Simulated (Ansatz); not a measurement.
CH4AlFOSi, SMILES [F][Al]1[CH2]O[SiH2]1, a ladder of methods at one geometry

Computed with the Python package of Ansatz (0.2.0).

At the Python prompt:
```pycon
>>> from pathlib import Path
>>> import warnings
>>> import ansatz as az
>>> import numpy as np
>>> warnings.simplefilter('ignore', az.DeckWarning)
>>> geometry_ang = [
...     ('F', (-1.9203, -1.9407, -1.5382)),
...     ('Al', (-0.8408, -0.804, -0.677)),
...     ('C', (0.4182, 0.7201, -0.9005)),
...     ('O', (0.9964, 0.9702, 0.4198)),
...     ('Si', (0.0625, -0.2379, 1.3097)),
...     ('H', (1.2951, 0.4503, -1.5504)),
...     ('H', (-0.0346, 1.6239, -1.2754)),
...     ('H', (1.0013, -1.2263, 1.8885)),
...     ('H', (-0.8895, 0.3981, 2.3064)),
... ]
>>> geometry = az.Crystal.molecule()
>>> for symbol, xyz in geometry_ang:
...     geometry = geometry.atom(symbol, xyz)
...
>>> calc = geometry.calculation().basis(gaussian='cc-pVDZ')
>>> print('functional    E (Ha)        dipole (D)   HOMO (eV)  LUMO (eV)')
functional    E (Ha)        dipole (D)   HOMO (eV)  LUMO (eV)
>>> for name in ['lda', 'lc_wpbe', 'b3lyp', 'revpbe', 'pbe0', 'r2scan']:
...     report = calc.functional(name).forces().orbitals().run(runs_dir='runs').report
...     lines = Path(report['orbitals_path']).read_text().splitlines()
...     field_of = lambda key: [line.split('=')[1].strip() for line in lines if line.startswith(key)]
...     orbitals = [(27.211386 * float(e), s, float(n)) for e, s, n in zip(field_of('Ene='), field_of('Spin='), field_of('Occup='))]
...     homo = max(e for e, _, n in orbitals if n > 0.5)
...     lumo = min(e for e, _, n in orbitals if n < 0.5)
...     dipole = 4.803205 * np.linalg.norm(report['charge_distribution']['dipole_moment_e_ang'])
...     print(f'{name:10s} {report["free_energy_ev"] / 27.211386246:14.6f} {dipole:9.3f} {homo:11.3f} {lumo:10.3f}')
...
lda           -743.762209     0.442      -5.674     -2.678
lc_wpbe       -747.223302     0.777      -9.288      0.306
b3lyp         -747.568966     0.539      -6.534     -1.940
revpbe        -747.349957     0.501      -5.545     -2.426
pbe0          -747.073378     0.535      -6.734     -1.792
r2scan        -747.376570     0.560      -5.825     -2.332
```

Caveats:
- Total energies depend on the basis set; only differences at equal settings carry meaning.
- The geometry is a force-field or estimated start, not a minimum of this method, and the basis set is short of its limit. A lower total doesn't mark the better method: functionals have no common bound, and MP2 and coupled cluster aren't variational.
- b3lyp holds the VWN-RPA fit, as in Gaussian; the form of ORCA and Turbomole is b3lyp5.
- Levels such as HOMO and LUMO are orbital energies: with these approximate functionals they aren't the ionisation energy and electron affinity, and their gap isn't the fundamental gap.
- For Al to Cl the sets with a tight d function, cc-pV(X+d)Z, are usual.
- Timing: 45 s on 1 thread of Arm Neoverse N1 (shared host), peak memory 0.27 GiB.
